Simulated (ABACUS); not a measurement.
Crystal: HPbNO4.

```
Pb O N H
1.0
     4.20407    0.00000    0.00000
     2.02172    3.83951    0.00000
     2.04686    1.27900    6.28131
Pb O N H
1 4 1 1
Cartesian
  4.2925 4.6959 5.5497
  6.4140 3.5006 4.9249
  2.3104 1.0037 0.7095
  2.3185 0.7238 2.8804
  2.2113 2.7408 2.0273
  2.2802 1.4940 1.8951
  6.4119 3.4218 3.9444
```

The cell was built by a generator and needn't be a form met in nature.

Base run:

| Item | Value |
| --- | --- |
| Program | ABACUS 3.10.1 |
| Functional | PBEsol |
| Potentials or basis | SG15 ONCV 1.2 PBE |
| Cutoff | 1361 eV |
| Density cutoff | 5442 eV |
| Basis | DZP LCAO (the cutoffs set its grid) |
| k mesh | 7 × 7 × 5 |
| Occupations | fermi-dirac, width 0.05 eV |
| Spin | no spin polarisation |

Its results: band gap on the k mesh 2.77 eV, indirect (least direct gap 2.79 eV); pressure 1.7 GPa; largest force 1.485 eV/Å.

Q: The run is repeated on the same cell with these changes: functional from PBEsol to LDA. What comes out?

A: Band gap on the k mesh 2.74 eV, indirect (least direct gap 2.77 eV); pressure -0.1 GPa; largest force 1.699 eV/Å.

LDA binds more tightly than PBEsol, so the same cell stands under less pressure.

Caveats: the atomic orbitals were generated for these runs and aren't a published set; the potentials were made for another functional, which shifts forces and pressure; spin-orbit coupling is left out, which as a rule narrows the gap of such compounds by several tenths of an eV; an odd mesh through Γ misses points on the zone boundary, where band edges often lie; the basis of atomic orbitals isn't converged, which shifts pressures, moduli and gaps.

Not every run made on this cell is shown here.
